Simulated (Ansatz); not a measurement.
# SiGe4Pt: the cost of one run

Method: DFT PBE, scalar-relativistic, plane waves, PAW, in Ansatz 0.2.0.

1 further run of the same task is left out (set aside as unsound or not needed).

## Step 1: Starting point

The structure is cubic, space group F-43m (No. 216). The conventional cell has a = 7.686 Å, b = 7.686 Å, c = 7.686 Å, α = 90.00°, β = 90.00°, γ = 90.00°. Si (site symmetry -43m) is surrounded by 12 Ge at 3.19 Å and 4 Pt at 3.33 Å. Ge (site symmetry 3m) is surrounded by 6 Ge at 2.71 to 2.72 Å and 3 Si at 3.19 Å. Pt (site symmetry -43m) has 12 Ge at 3.19 Å and 4 Si at 3.33 Å as nearest neighbours.

Coordinates:

```xyz
6
Lattice="0.0000 3.8430 3.8430 3.8430 0.0000 3.8430 3.8430 3.8430 0.0000" Properties=species:S:1:pos:R:3 pbc="T T T"
Si    1.9215    1.9215    1.9215
Ge    4.8011    2.8849    2.8849
Ge    4.8011    4.8011    4.8011
Ge    2.8849    4.8011    2.8849
Ge    2.8849    2.8849    4.8011
Pt    0.0000    0.0000    0.0000
```

It is the end of an earlier relaxation with the same method, from a database cell with other species swapped in; it needn't be the stable form of this composition. At a tolerance of 0.05 Å it has space group F-43m (No. 216); it has 18.92 Å³/atom, an uncorrected energy of +0.59 eV/atom over the elements.

## Step 2: Electronic structure at the relaxed geometry

input.yaml reads:

```yaml
crystal:
  lattice:
    - [0.0, 3.8430162824, 3.8430162824]
    - [3.8430162824, 0.0, 3.8430162824]
    - [3.8430162824, 3.8430162824, 0.0]
  atoms:
    - { symbol: Si, position: [0.25, 0.25, 0.25] }
    - { symbol: Ge, position: [0.1260385053, 0.6246538316, 0.6246538316] }
    - { symbol: Ge, position: [0.6246538316, 0.6246538316, 0.6246538316] }
    - { symbol: Ge, position: [0.6246538316, 0.1260385053, 0.6246538316] }
    - { symbol: Ge, position: [0.6246538316, 0.6246538316, 0.1260385053] }
    - { symbol: Pt, position: [0.0, 0.0, 0.0] }
basis:
  ecutwfc: 420
kpoints:
  mp_grid: { grid: [8, 8, 8] }
  band_path:
    path:
      - [[0.0, 0.0, 0.0], [-0.5, -0.5, 0.0], [-0.375, -0.375, 0.25]]
      - [[-0.375, 0.0, 0.375], [0.0, 0.0, 0.0], [0.0, 0.0, 0.5], [-0.5, -0.25, 0.25], [-0.5, -0.5, 0.0]]
    npoints: 14
hamiltonian:
  xc: pbe
scf:
  occupations: { method: gaussian, width: 0.1 }
  n_extra_bands: 15
output:
  forces: true
  stress: true
  eigenvalues: true
  populations: true
  dos: { projected: true, de: 0.02, nscf_kmesh: { grid: [10, 10, 10] } }
  bader: true
  write_density: true
  write_potential: true
  elf: true
  volumetric_format: npy
```

The run is started by

```bash
$ ansatz run input.yaml --threads 1 --pin off --max-ram 2560MiB --backend cpu --events-out ev --progress --plain --runs-dir out
```

Q: Estimate wall time and peak memory on 1 thread of Intel Xeon 6975P-C (Granite Rapids), shared host.

About 45 s, with a peak of 0.61 GiB.
